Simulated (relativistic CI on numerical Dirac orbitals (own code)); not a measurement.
**Ag⁶⁺: how the levels respond to the fine-structure constant and the nuclear radius**

How sensitive are the low transitions of Ag⁶⁺ to a change of α? Wanted is q = dE/dx with x = (α/α0)² − 1, and the field-shift factor by the mean square nuclear radius, for the lowest 30 levels.

Method: Dirac-Coulomb-Breit CI, KLI orbitals optimised for each configuration, derivatives by finite differences. Code: relativistic CI on numerical Dirac orbitals (own code) version 2.

### Step 1. Starting point

```
ion                 : Ag⁶⁺ (Ag VII)
nuclear charge      : 47
electrons           : 41
isotope             : A = 107
first configuration : [Kr] 4d5
```

The outer shells:

[Kr] 4d5
```
[Kr] core
4d [↑ ][↑ ][↑ ][↑ ][↑ ]
```

### Step 2. The run

The run's settings:

```ini
atom Ag  Z=47  charge=6  electrons=41
nucleus A=107  rms_radius_fm=4.5454
hamiltonian dirac-coulomb  breit=on  qed=off  c_scale=1
orbitals kli  potential=per-configuration
slater_scale 1
correlation none
mixing on
configurations
  [Kr] 4d5
  [Kr] 4d4 5s
  [Kr] 4d4 4f
  [Kr] 4d4 5d
  [Kr] 4d3 5s2
  [Ar] 3d10 4s 4p6 4d6
  [Ar] 3d10 4p6 4d7
end
derivatives alpha2 +-0.01 radius +-1%
```

**Question.** What will these runs give? Wanted: lowest level; largest q in size, lowest 30 levels; largest K in size within the lowest configuration; largest field-shift factor among them.

**Answer**, as computed:

```
                                         quantity                      value
                                     lowest level                  4d5 6S5/2
              largest q in size, lowest 30 levels      7075 cm⁻¹ (4d5 2F5/2)
largest K in size within the lowest configuration           0.22 (4d5 2F5/2)
            largest field-shift factor among them  0.265 GHz/fm² (4d5 2F5/2)
```

**Reading.** Among these levels the largest q belongs to 4d5 2F5/2, within the lowest configuration. K = 2q/E, the relative sensitivity of a level, hangs on the computed energy: between configurations that lie close it can be off by a factor of several.
